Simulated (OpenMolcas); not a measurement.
**W⁴⁺ among point charges: CASSCF and CASPT2 levels and susceptibility**

Aim: the splitting of the states of W⁴⁺ in the field of 8 point charges, its lowest levels with spin-orbit coupling and its magnetic susceptibility.

Method: state-averaged CASSCF and CASPT2, spin-orbit coupling by RASSI with atomic mean-field integrals. Code: OpenMolcas 26.06.

## (1) Starting point

```
Species                           : W⁴⁺ (tungsten, Z = 74, 70 electrons)
Basis                             : ANO-RCC-VTZP [8s7p5d3f2g1h], 104 functions
Scalar Hamiltonian                : DKH2, point nucleus
Inactive shells                   : 1s 2s 2p 3s 3p 3d 4s 4p 4d 4f 5s 5p
Active space                      : 2 electrons in 5 orbitals (5d)
Some configurations of this space : 5d²
Orbitals                          : optimised for each spin and parity, averaged over all roots
```

The outer shells:

5d2
```
5d [↑ ][↑ ][  ][  ][  ]
```

The ion sits among 8 point charges of -1.2 e arranged as a cube (Oh), 1.92 Å from the ion.

The work runs as a chain of OpenMolcas steps in one folder; each step below is one input file. Labels, J, g values, rates, χT and fits are worked out afterwards by a script from the matrices that RASSI stores. The input lists half of the charges; inversion (Group=XYZ) makes the rest.

## (2) GATEWAY and SEWARD: basis and integrals

Contents of a.inp:

```
&GATEWAY
Coord
1

W 0.0 0.0 0.0
Basis=ANO-RCC-VTZP
Group=XYZ
NoMove
AngMom=0.0 0.0 0.0
AMFI
XField
4 Angstrom 0
1.108513 1.108513 1.108513 -1.200000
1.108513 1.108513 -1.108513 -1.200000
1.108513 -1.108513 1.108513 -1.200000
1.108513 -1.108513 -1.108513 -1.200000
&SEWARD
```

On the command line:

```sh
OMP_NUM_THREADS=1 MOLCAS_MEM=1689 MOLCAS_PROJECT=a pymolcas a.inp > a.log
```

Log:

```text
Basis set label: W.ANO-RCC...8S7P5D3F2G1H.

      Electronic valence basis set:
      ------------------
      Associated Effective Charge  74.000000 au
      Associated Actual Charge     74.000000 au
      Nuclear Model: Point charge

      Shell  nPrim  nBasis  Cartesian Spherical Contaminant
         s      24       8        X
         p      21       7        X
         d      15       5                 X
         f      11       3                 X
         g       4       2                 X
         h       2       1                 X
                  Relativistic Douglas-Kroll-Hess integrals:
                    - DKH order of Hamiltonian: 2
                    - DKH order of Properties : 0
                  Atomic mean-field integrals
```

## (3) CASSCF: triplets of even parity, 10 roots

Contents of a.inp:

```
&RASSCF
FileOrb=start.orb
Symmetry=1
Spin=3
nActEl=2 0 0
Inactive=15 19
Ras2=5 0
CIRoot=10 10 1
SDav=10
CIMx=300
Iter=120 100
PrWF=0.3
OrbListing=Nothing
MaxOrb=0
>>> COPY $Project.JobIph JOB001
```

start.orb holds the contracted functions of the basis, ordered by shell, or the orbitals of the step before.

Log, cut to the lines that bear on the results:

```text
[...]
      Number of active orbitals                  5
[...]
      Spin quantum number                      1.0
[...]
      Active orbitals                            5   0
[...]
      Number of CSFs                            10
      Number of root(s) required                10
[...]
      Convergence after 11 iterations
[...]
      Natural orbitals and occupation numbers for root  1
      sym 1:   0.000000   0.000000  -0.000000   1.000000   1.000000
      Natural orbitals and occupation numbers for root  2
      sym 1:  -0.000000   0.919041   0.080959   0.919041   0.080959
      Natural orbitals and occupation numbers for root  3
      sym 1:   0.885869   0.000000   0.885869   0.114131   0.114131
::    RASSCF root number  1 Total energy: -16134.96821414
::    RASSCF root number  2 Total energy: -16134.92153604
::    RASSCF root number  3 Total energy: -16134.92153604
[...]
::    RASSCF root number  7 Total energy: -16134.89334382
::    RASSCF root number  8 Total energy: -16134.84761085
::    RASSCF root number  9 Total energy: -16134.84761085
::    RASSCF root number 10 Total energy: -16134.84761085
```

## (4) Reference wave functions, singlets of even parity, 15 roots

Contents of a.inp:

```
&RASSCF
FileOrb=start.orb
Symmetry=1
Spin=1
nActEl=2 0 0
Inactive=15 19
Ras2=5 0
CIRoot=15 15 1
SDav=15
CIMx=300
Iter=120 100
PrWF=0.3
OrbListing=Nothing
MaxOrb=0
>>> COPY $Project.JobIph JOB002
```

Log, cut to the lines that bear on the results:

```text
[...]
      Number of active orbitals                  5
[...]
      Spin quantum number                      0.0
[...]
      Active orbitals                            5   0
[...]
      Number of CSFs                            15
      Number of root(s) required                15
[...]
      Convergence after  8 iterations
[...]
      Natural orbitals and occupation numbers for root  1
      sym 1:   0.014244   0.000062   0.012420   0.986637   0.986637
      Natural orbitals and occupation numbers for root  2
      sym 1:   0.003574   0.017755   0.005397   0.986637   0.986637
      Natural orbitals and occupation numbers for root  3
      sym 1:   0.079562   0.079562   0.079562   0.880657   0.880657
::    RASSCF root number  1 Total energy: -16134.91296006
::    RASSCF root number  2 Total energy: -16134.91296006
::    RASSCF root number  3 Total energy: -16134.87533654
[...]
::    RASSCF root number 12 Total energy: -16134.80870767
::    RASSCF root number 13 Total energy: -16134.80789603
::    RASSCF root number 14 Total energy: -16134.80789603
::    RASSCF root number 15 Total energy: -16134.71305873
```

## (5) RASSI: spin-orbit coupling between the states

Contents of a.inp:

```
&RASSI
NrOfJobIphs=2 10 15
1 2 3 4 5 6 7 8 9 10
1 2 3 4 5 6 7 8 9 10 11 12 13 14 15
IphNames
JOB001
JOB002
EJob
SpinOrbit
DIPRint=1.0
SOCoupling=1000.0
Subsets=2
Property=9
'ANGMOM' 1 'ANGMOM' 2 'ANGMOM' 3 'MLTPL  1' 1 'MLTPL  1' 2 'MLTPL  1' 3
'AMFI' 1 'AMFI' 2 'AMFI' 3
SOProperty=3
'ANGMOM' 1 'ANGMOM' 2 'ANGMOM' 3
```

Log:

```text
SPIN-FREE ENERGIES:
  (Shifted by EMIN (a.u.) =     -16134.9682141405)

 SF State       Relative EMIN(au)   Rel lowest level(eV)    D:o, cm**(-1)      L_eff

     1             0.0000000000        0.0000000000              0.0000         3.0
     2             0.0466781030        1.2701758887          10244.6594         3.0
     3             0.0466781030        1.2701758887          10244.6594         3.0
     4             0.0466781030        1.2701758887          10244.6594         3.0
    11             0.0552540828        1.5035401896          12126.8695         2.8
    12             0.0552540828        1.5035401896          12126.8695         2.8
     7             0.0748703188        2.0373251622          16432.1356         2.7
     5             0.0748703188        2.0373251622          16432.1356         2.7
     6             0.0748703188        2.0373251622          16432.1356         2.7
    13             0.0928776021        2.5273283045          20384.2775         3.7
    14             0.1014604214        2.7608787155          22267.9886         2.6
    15             0.1014604214        2.7608787155          22267.9886         2.6
    16             0.1014604214        2.7608787155          22267.9886         2.6
    17             0.1193083230        3.2465448601          26185.1502         4.0
    18             0.1193083230        3.2465448601          26185.1502         4.0
    19             0.1193083230        3.2465448601          26185.1502         4.0
     8             0.1206032952        3.2817828483          26469.3638         1.6
     9             0.1206032952        3.2817828483          26469.3638         1.6
    10             0.1206032952        3.2817828483          26469.3638         1.6
    20             0.1595064681        4.3403921109          35007.6233         3.6
    21             0.1595064681        4.3403921109          35007.6233         3.6
    22             0.1595064681        4.3403921109          35007.6233         3.6
    23             0.1603181066        4.3624779205          35185.7573         3.5
    24             0.1603181066        4.3624779205          35185.7573         3.5
    25             0.2551554147        6.9431325421          56000.1406         1.0
     Dipole printing threshold changed to   1.00000000E+00
Eigenvalues of complex Hamiltonian:
   -----------------------------------
  (Shifted by EMIN (a.u.) =     -16134.9682141405)

 SO State       Relative EMIN(au)   Rel lowest level(eV)    D:o, cm**(-1)     J-value

     1            -0.0109263549        0.0000000004              0.0000         2.1
     2            -0.0109263549        0.0000000003              0.0000         1.9
     3            -0.0109263549        0.0000000000              0.0000         2.1
     4             0.0193680034        0.8243514846           6648.8431         1.5
     5             0.0193680034        0.8243514851           6648.8431         2.1
     6             0.0392371031        1.3650172298          11009.6064         2.4
     7             0.0421235661        1.4435618884          11643.1118         2.6
     8             0.0421235661        1.4435618891          11643.1118         2.5
     9             0.0421235661        1.4435618890          11643.1118         2.5
    10             0.0455347556        1.5363850860          12391.7814         2.3
    11             0.0455347557        1.5363850865          12391.7814         2.8
    12             0.0455347557        1.5363850863          12391.7814         2.3
    13             0.0658937140        2.0903805658          16860.0563         2.1
    14             0.0658937140        2.0903805659          16860.0563         2.2
    15             0.0671898691        2.1256507424          17144.5295         2.1
    16             0.0728393279        2.2793803476          18384.4423         2.7
    17             0.0728393279        2.2793803479          18384.4423         2.5
    18             0.0728393279        2.2793803472          18384.4423         2.5
    19             0.0791225557        2.4503556872          19763.4515         2.9
    20             0.0791225557        2.4503556864          19763.4515         2.9
    21             0.0804724816        2.4870890428          20059.7260         2.9
    22             0.0804724817        2.4870890435          20059.7260         1.9
    23             0.0804724817        2.4870890435          20059.7260         2.6
    24             0.0914126329        2.7847857253          22460.8116         1.5
    25             0.0914126330        2.7847857263          22460.8116         2.0
    26             0.0914126330        2.7847857266          22460.8116         2.0
    27             0.1021318632        3.0764708407          24813.4107         2.4
    28             0.1133050023        3.3805074440          27265.6313         2.5
    29             0.1133050023        3.3805074448          27265.6313         1.4
    30             0.1133050023        3.3805074439          27265.6313         2.5
    31             0.1192977384        3.5435780993          28580.8849         2.8
    32             0.1279356224        3.7786268970          30476.6813         2.0
    33             0.1279356224        3.7786268970          30476.6813         1.7
    34             0.1295888002        3.8236121574          30839.5119         3.4
    35             0.1295888002        3.8236121580          30839.5119         3.4
    36             0.1295888001        3.8236121561          30839.5118         1.6
    37             0.1355437548        3.9856547275          32146.4733         2.2
    38             0.1355437548        3.9856547288          32146.4733         2.0
    39             0.1355437548        3.9856547274          32146.4733         2.2
    40             0.1646846796        4.7786196888          38542.1671         2.7
    41             0.1646846797        4.7786196893          38542.1671         2.7
Weights of the five most important spin-orbit-free states for each spin-orbit state.

 SO State  Total energy (au)           Spin-free states, spin, and weights
 -------------------------------------------------------------------------------------------------------
    1        -0.010926       1 1.0  0.8170    3 1.0  0.0734    4 1.0  0.0688   15 0.0  0.0230    2 1.0  0.0100
    2        -0.010926       1 1.0  0.8170    2 1.0  0.0697    4 1.0  0.0682   16 0.0  0.0231    3 1.0  0.0142
    3        -0.010926       1 1.0  0.8170    2 1.0  0.0724    3 1.0  0.0645   14 0.0  0.0232    4 1.0  0.0152
    4         0.019368      12 0.0  0.2711    3 1.0  0.2567    7 1.0  0.1544    4 1.0  0.1373    5 1.0  0.0959
    5         0.019368      11 0.0  0.2711    2 1.0  0.2466    6 1.0  0.1634    4 1.0  0.1575    5 1.0  0.0780
    6         0.039237       3 1.0  0.3333    2 1.0  0.3333    4 1.0  0.3333    7 1.0  0.0000    5 1.0  0.0000
    7         0.042124       2 1.0  0.3041    4 1.0  0.2818    1 1.0  0.1595    7 1.0  0.0850    5 1.0  0.0849
    8         0.042124       3 1.0  0.3131    4 1.0  0.2715    1 1.0  0.1595    5 1.0  0.0852    6 1.0  0.0847
    9         0.042124       2 1.0  0.2806    3 1.0  0.2728    1 1.0  0.1595    6 1.0  0.0852    7 1.0  0.0849
   10         0.045535       3 1.0  0.4342    4 1.0  0.4120    2 1.0  0.0586    5 1.0  0.0437    6 1.0  0.0424
   11         0.045535       2 1.0  0.4120    4 1.0  0.4042    3 1.0  0.0885    5 1.0  0.0433    7 1.0  0.0422
   12         0.045535       2 1.0  0.4342    3 1.0  0.3820    4 1.0  0.0885    7 1.0  0.0438    6 1.0  0.0432
```

Time for these steps: 8.4 s (1 thread of Arm Neoverse V1, shared host).

States without spin-orbit coupling:

```
state  degeneracy  E (cm-1)  free-ion L (%)
  3A2           1         0         F (100)
  3T2           3     10245         F (100)
   1E           2     12127          D (69)
  3T1           3     16432          F (78)
  1A1           1     20384          G (89)
  1T2           3     22268          D (78)
  1T1           3     26185         G (100)
  3T1           3     26469          P (78)
  1T2           3     35008          G (78)
   1E           2     35186          G (69)
  1A1           1     56000          S (89)
```

With spin-orbit coupling:

```csv
E (cm-1),Degeneracy,Label,2S+1
0.0,3,T2,3
6649,2,E,3
11010,1,A2,3
11643,3,T2,3
12392,3,T1,3
16860,2,E,1
17145,1,A1,3
18384,3,T2,3
19763,2,E,3
20060,3,T1,3
22461,3,T2,1
24813,1,A1,1
27266,3,T1,3
28581,1,A1,3
30477,2,E,3
30840,3,T1,1
32146,3,T2,3
38542,3,T2,1
38700,2,E,1
59972,1,A1,1
```

Powder χT (cm³ K/mol): 0.14 at 2 K, 0.14 at 5 K, 0.14 at 10 K, 0.15 at 20 K, 0.15 at 50 K, 0.16 at 100 K, 0.17 at 150 K, 0.17 at 200 K, 0.18 at 250 K, 0.19 at 300 K.

A ligand-field fit to the states below 45000 cm-1 gives 10Dq = -10669 cm-1, B = 778 cm-1 and C = 3252 cm-1 (C/B = 4.18), with a deviation of 127 cm-1.

Orbitals of the lowest block (energies include the constant potential of the surroundings):

```
shell     space  energy (hartree)  mean occupation  ⟨r²⟩ (bohr²)
   1s  inactive        -2562.5925            2.000      0.000431
   2s  inactive         -446.9382            2.000       0.00704
   2p  inactive         -392.2777            6.000       0.00582
   3s  inactive         -104.4351            2.000        0.0460
   3p  inactive          -87.8462            6.000        0.0466
   3d  inactive          -67.9727           10.000        0.0390
   4s  inactive          -21.9157            2.000         0.229
   4p  inactive          -16.3448            6.000         0.259
   4d  inactive           -8.9934           10.000         0.304
   4f  inactive           -0.8116           14.000         0.440
   5s  inactive           -2.3847            2.000          1.30
   5p  inactive           -0.8548            6.000          1.70
   5d      RAS2                              2.000          3.31
```

[end of part 1 of 2]
